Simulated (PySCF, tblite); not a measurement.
# Al2H6O7Si, a cluster model of a defect (alumina dimer): infrared bands, NMR shifts and electronic excitations, part 2 of 2

tblite 0.8.0 and PySCF 2.14.0. Atoms count from 0, parts from 1. Earlier steps stand in the parts before.

### 6 NMR shieldings: B97-D/6-31G

Job settings and geometry (Å):

```
{"job": {"kind": "nmr", "xc": "B97-D", "basis": "6-31G", "pop": false, "scf": {"level_shift": 0.1, "conv": 1e-11}}, "charge": 0, "multiplicity": 1}
O      1.488708     2.497813     0.134885
Al     0.667850     1.102062     0.467896
O      0.430950     0.632994     2.049993
O     -0.893199     0.904791    -0.441930
Al    -0.444274    -0.693383    -1.226101
O     -0.444408    -0.618735    -2.863940
O     -1.174982    -1.960112    -0.416806
Si    -1.597929    -2.731521     0.938476
O     -1.048188    -1.857157     2.180506
O      1.203892    -0.341355    -0.497956
H      1.827354     3.096271    -0.510863
H      0.620079     0.911394     2.932184
H     -1.696186     1.418019    -0.458780
H     -0.418411    -0.532632    -3.800559
H     -0.558236    -1.028136     2.071524
H      2.036981    -0.800315    -0.558528
```

Level: GIAO B97-D/6-31G NMR shielding, non-relativistic, gas phase.

The log of the run:

```text
final grid: 146400 points
cycle   1  E = -1303.5619550414  dE =  2.044e+00  |g| = 2.032e+00  |ddm| = 4.022e+00
cycle   2  E = -1302.3907981463  dE =  1.171e+00  |g| = 3.174e+00  |ddm| = 3.999e+00
cycle   3  E = -1304.3206511137  dE = -1.930e+00  |g| = 3.524e-01  |ddm| = 2.295e+00
cycle   4  E = -1304.3447173845  dE = -2.407e-02  |g| = 1.327e-01  |ddm| = 3.948e-01
cycle   5  E = -1304.3479547380  dE = -3.237e-03  |g| = 2.738e-02  |ddm| = 1.047e-01
cycle   6  E = -1304.3480287882  dE = -7.405e-05  |g| = 1.978e-02  |ddm| = 2.880e-02
cycle   7  E = -1304.3480989598  dE = -7.017e-05  |g| = 4.238e-03  |ddm| = 1.206e-02
cycle   8  E = -1304.3481034754  dE = -4.516e-06  |g| = 1.033e-03  |ddm| = 4.909e-03
cycle   9  E = -1304.3481036785  dE = -2.031e-07  |g| = 4.766e-04  |ddm| = 1.257e-03
cycle  10  E = -1304.3481037282  dE = -4.969e-08  |g| = 7.082e-05  |ddm| = 4.936e-04
cycle  11  E = -1304.3481037293  dE = -1.053e-09  |g| = 3.745e-05  |ddm| = 1.060e-04
cycle  12  E = -1304.3481037296  dE = -2.819e-10  |g| = 8.587e-06  |ddm| = 3.818e-05
cycle  13  E = -1304.3481037296  dE = -1.910e-11  |g| = 1.988e-06  |ddm| = 1.254e-05
cycle  14  E = -1304.3481037296  dE =  2.728e-12  |g| = 7.028e-07  |ddm| = 3.027e-06
level shift removed, Fock matrix diagonalised once more
converged SCF energy = -1304.3481037296

GIAO shielding tensors (ppm)
atom      isotropic    diamagn.    paramagn.     s11        s22        s33       span
  0 O      332.884     397.949     -65.065    307.907    310.120    380.627     72.719
  1 Al     556.423     790.868    -234.446    512.915    545.639    610.714     97.799
  2 O      324.649     395.256     -70.607    291.641    321.791    360.514     68.873
  3 O      309.846     397.928     -88.081    281.160    306.624    341.756     60.596
  4 Al     567.415     790.681    -223.265    514.779    558.887    628.580    113.801
  5 O      339.401     399.495     -60.094    312.134    317.227    388.843     76.709
  6 O      154.789     412.779    -257.990     -2.571    194.606    272.332    274.903
  7 Si     362.042     876.817    -514.774    177.229    393.459    515.440    338.211
  8 O      135.224     406.693    -271.470    -72.356    194.784    283.242    355.598
  9 O      309.847     397.917     -88.071    281.148    306.632    341.760     60.612
 10 H       31.968      31.006       0.962     23.492     24.755     47.657     24.165
 11 H       32.251      30.233       2.019     23.206     25.784     47.764     24.558
 12 H       31.475      31.093       0.382     22.786     24.443     47.197     24.411
 13 H       31.497      30.759       0.738     22.881     23.406     48.205     25.324
 14 H       25.733      29.147      -3.414     16.339     19.372     41.489     25.150
 15 H       31.483      31.098       0.385     22.792     24.452     47.204     24.411
```

Run time: 43 s. Hardware: 1 thread of Intel Xeon Platinum 8375C at 2.90GHz, shared host; peak memory 0.76 GiB.

In short: δ O8 178.7, O6 159.2, O3 4.1, O2 -10.7, H14 7.42, H12 1.68 ppm (means over like atoms).

### 7 NMR shieldings: LDA/pcSseg-1 in dimethylsulfoxide

Same as in step 6 but for these lines:

```diff
@@ -1,2 +1,2 @@
-{"job": {"kind": "nmr", "xc": "B97-D", "basis": "6-31G", "pop": false, "scf": {"level_shift": 0.1, "conv": 1e-11}}, "charge": 0, "multiplicity": 1}
+{"job": {"kind": "nmr", "xc": "LDA", "basis": "pcSseg-1", "pop": false, "solvent": "dimethylsulfoxide", "scf": {"aux": "def2-universal-jkfit"}}, "charge": 0, "multiplicity": 1}
 O      1.488708     2.497813     0.134885
```

Method: GIAO LDA/pcSseg-1 NMR shielding, non-relativistic, IEF-PCM dimethylsulfoxide.

The log of the run:

```text
final grid: 146400 points
cycle   1  E = -1297.2409190823  dE =  1.806e+00  |g| = 2.173e+00  |ddm| = 4.099e+00
cycle   2  E = -1294.4937728570  dE =  2.747e+00  |g| = 4.272e+00  |ddm| = 4.644e+00
cycle   3  E = -1297.9951644856  dE = -3.501e+00  |g| = 4.463e-01  |ddm| = 3.860e+00
cycle   4  E = -1298.0174929958  dE = -2.233e-02  |g| = 3.168e-01  |ddm| = 4.782e-01
cycle   5  E = -1298.0332079130  dE = -1.571e-02  |g| = 7.655e-02  |ddm| = 2.011e-01
cycle   6  E = -1298.0341747919  dE = -9.669e-04  |g| = 3.488e-02  |ddm| = 7.548e-02
cycle   7  E = -1298.0343801547  dE = -2.054e-04  |g| = 6.650e-03  |ddm| = 2.496e-02
cycle   8  E = -1298.0343876591  dE = -7.504e-06  |g| = 1.621e-03  |ddm| = 7.020e-03
cycle   9  E = -1298.0343879052  dE = -2.461e-07  |g| = 1.110e-03  |ddm| = 1.506e-03
cycle  10  E = -1298.0343881090  dE = -2.038e-07  |g| = 1.169e-04  |ddm| = 6.659e-04
cycle  11  E = -1298.0343881113  dE = -2.273e-09  |g| = 4.643e-05  |ddm| = 1.343e-04
cycle  12  E = -1298.0343881117  dE = -3.602e-10  |g| = 2.477e-05  |ddm| = 5.295e-05
converged SCF energy = -1298.0343881117

GIAO shielding tensors (ppm)
atom      isotropic    diamagn.    paramagn.     s11        s22        s33       span
  0 O      332.753     388.996     -56.244    305.979    314.325    377.954     71.976
  1 Al     487.475     797.797    -310.322    434.821    471.829    555.774    120.954
  2 O      324.134     388.153     -64.019    281.089    331.847    359.467     78.377
  3 O      293.229     393.862    -100.632    268.609    296.077    315.002     46.393
  4 Al     501.487     797.826    -296.339    442.593    490.628    571.240    128.647
  5 O      336.864     386.480     -49.616    308.747    321.339    380.507     71.759
  6 O      119.401     399.893    -280.492    -49.614    143.892    263.925    313.539
  7 Si     256.438     881.152    -624.714     63.228    290.359    415.728    352.501
  8 O      127.299     396.828    -269.529    -74.059    169.917    286.039    360.099
  9 O      293.246     393.859    -100.614    268.628    296.108    315.001     46.372
 10 H       28.777      31.592      -2.815     19.510     20.771     46.049     26.539
 11 H       29.205      30.859      -1.655     19.604     21.843     46.167     26.563
 12 H       27.930      31.778      -3.848     19.452     20.425     43.912     24.460
 13 H       28.475      30.856      -2.380     18.924     19.542     46.960     28.037
 14 H       23.103      33.331     -10.228     12.634     16.391     40.283     27.649
 15 H       27.933      31.780      -3.847     19.453     20.428     43.917     24.465
```

Run time: 23 s. Hardware: 1 thread of Intel Xeon Platinum 8375C at 2.90GHz, shared host; peak memory 0.84 GiB.

In short: σ O6 119.4, O8 127.3, O3 293.2, O2 324.1, H14 23.10, H12 27.93 ppm (means over like atoms).

### 8 Side by side: NMR shifts

Isotropic shieldings (ppm) of some atoms, chosen among heavy atoms and hydrogens apart, means over like atoms, with basis size and wall time:

```csv
run,H12,H10,O8,O6,Al1,Al4,Si7,functions,time
PBE0/pcSseg-1,29.36,30.06,145.0,147.9,517.8,529.7,290.5,221,61 s
B97-D/6-31G,31.48,31.97,135.2,154.8,556.4,567.4,362.0,114,43 s
LDA/pcSseg-1 in dimethylsulfoxide,27.93,28.78,127.3,119.4,487.5,501.5,256.4,221,23 s
```

### 9 Outcome

The summary covers parts 1 to 2.

| quantity | value |
| --- | --- |
| strongest single infrared mode (GFN2-xTB) | 1026 cm⁻¹ |
| 1H shifts against TMS (PBE0/pcSseg-1, means over atoms taken as alike) | 7.58, 2.36, 1.98, 1.65, 1.39 ppm |
| 17O shifts against H2O (PBE0/pcSseg-1, means over atoms taken as alike) | 191.1, 188.2, 33.2, 8.2, -0.8, -6.2 ppm |
| 27Al shifts against AlH4- (PBE0/pcSseg-1) | -27.8, -39.8 ppm |
| 29Si shifts against TMS (PBE0/pcSseg-1) | 58.6 ppm |
| lowest singlet (wB97X-D/def2-SVP) | 5.21 eV (238 nm), f = 0.136 |
| lowest triplet | 3.17 eV |
| range of the shielding of Si7 | 256.4 to 362.0 ppm |

In words: No mode is imaginary at GFN2-xTB; the softest lies at 49 cm⁻¹. The lowest singlet, at 5.21 eV, is HOMO→LUMO 0.98 and is bright. The lowest triplet lies 2.04 eV below the lowest singlet (triplets in Tamm-Dancoff, singlets in full TDDFT). In ppm, Si7 moves most: its shielding spreads over 105.6 ppm, from 256.4 (LDA/pcSseg-1 in dimethylsulfoxide) to 362.0 (B97-D/6-31G). A capped cluster stands for the solid here, so long-range fields and strain are missing, and bands or shifts of the capping hydrogens have no counterpart in it.
